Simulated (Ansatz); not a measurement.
# GeN+ (triplet): the correlation ladder, cc-pVDZ

The task here is to estimate one member of a computed series from the others.

The runs use Ansatz 0.2.0, Gaussian basis; cc-pVDZ, core rule «outside noble gas», up to 15 orbitals frozen.

The runs, in order: UHF; CCSD(T) on ROHF; CCSD(T) on UHF; BCCD(T) on ROHF; CISD; CCSDT(Q) on ROHF; CCSDT(Q) on UHF; CISDTQ; CCSDTQ on ROHF; CCSDTQ on UHF; CASSCF and MRCISD+Q, 8 electrons in 8 orbitals; CASSCF and NEVPT2, 8 electrons in 8 orbitals; Full CI.

**The system**

The geometry is a PBE0/def2-TZVP stationary point (not a proven minimum) of the parent state, kept for this charge and spin. No spin-orbit coupling is included. The filled d shell of Ge may be among the frozen orbitals whatever the setting's name suggests; the logs give the count.

2 atoms, charge 1, spin multiplicity 3.

Atoms are counted from 1 here; the program's logs count them from 0.

Bond lengths: Ge1–N2 1.739 Å.

Set-up of the first run:

in.yaml

```yaml
crystal:
  periodic: [false, false, false]
  atoms:
    - {symbol: Ge, position_ang: [0.000000, 0.000000, 0.000000]}
    - {symbol: N, position_ang: [0.000000, 0.000000, 1.738805]}
basis:
  gaussian: {orbitals: cc-pVDZ}
total_charge: 1
magnetization: {spin_polarized: true, initial_magnetization: 2}
hamiltonian: {xc: hf}
output: {orbitals: {seedname: orbitals}}
```

On the command line:

```console
ansatz run in.yaml --threads 1 --pin off --events-out ev --progress --plain --max-ram 2764MiB --backend cpu
```

Steps of the session up to this table: UHF; CCSD(T) on ROHF; CCSD(T) on UHF; BCCD(T) on ROHF; CISD; CCSDT(Q) on ROHF; CCSDT(Q) on UHF; CISDTQ; CCSDTQ on ROHF; CCSDTQ on UHF; CASSCF and MRCISD+Q, 8 electrons in 8 orbitals; CASSCF and NEVPT2, 8 electrons in 8 orbitals; Full CI.

One of the session's tables, all rows but one given; the rest of the session is left out.

| method | from FCI (kcal/mol) |
| --- | --- |
| RMP2 | +28.30 |
| UMP2 | ? |
| RCCSD | +6.92 |
| UCCSD | +6.49 |
| RCCSD(T) | +1.53 |
| UCCSD(T) | +1.91 |
| BCCD(T) | +1.70 |
| RCCSDT | +0.44 |
| UCCSDT | +0.38 |
| RCCSDT(Q) | -0.12 |
| UCCSDT(Q) | -0.24 |
| RCCSDTQ | -0.09 |
| UCCSDTQ | -0.16 |
| CASSCF valence | +79.83 |
| NEVPT2 valence | +17.22 |
| MRCISD valence | +6.12 |
| MRCISD+Q valence | +2.54 |
| FCI | 0 |

Q: Estimate the row for UMP2 from the others.

The run gave: from FCI (kcal/mol): +30.55. In the column «from FCI (kcal/mol)» it lies between RMP2 (+28.30) and CASSCF valence (+79.83).

Caveats from the session: Left out of the table: ROHF, UHF (another determinant or state than the rows shown). RCCSDT(Q), UCCSDT(Q), RCCSDTQ, UCCSDTQ fall below full CI: unrestricted runs freeze a spin-polarised core, another one than full CI's, and coupled cluster isn't variational. Levels on UHF freeze UHF's core orbitals, full CI those of ROHF, so the U rows can settle a little off it for that reason alone. Restricted and unrestricted rows rest on different reference determinants; where their highest levels disagree by more than a few hundredths of an eV, they describe different states and don't form one ladder.
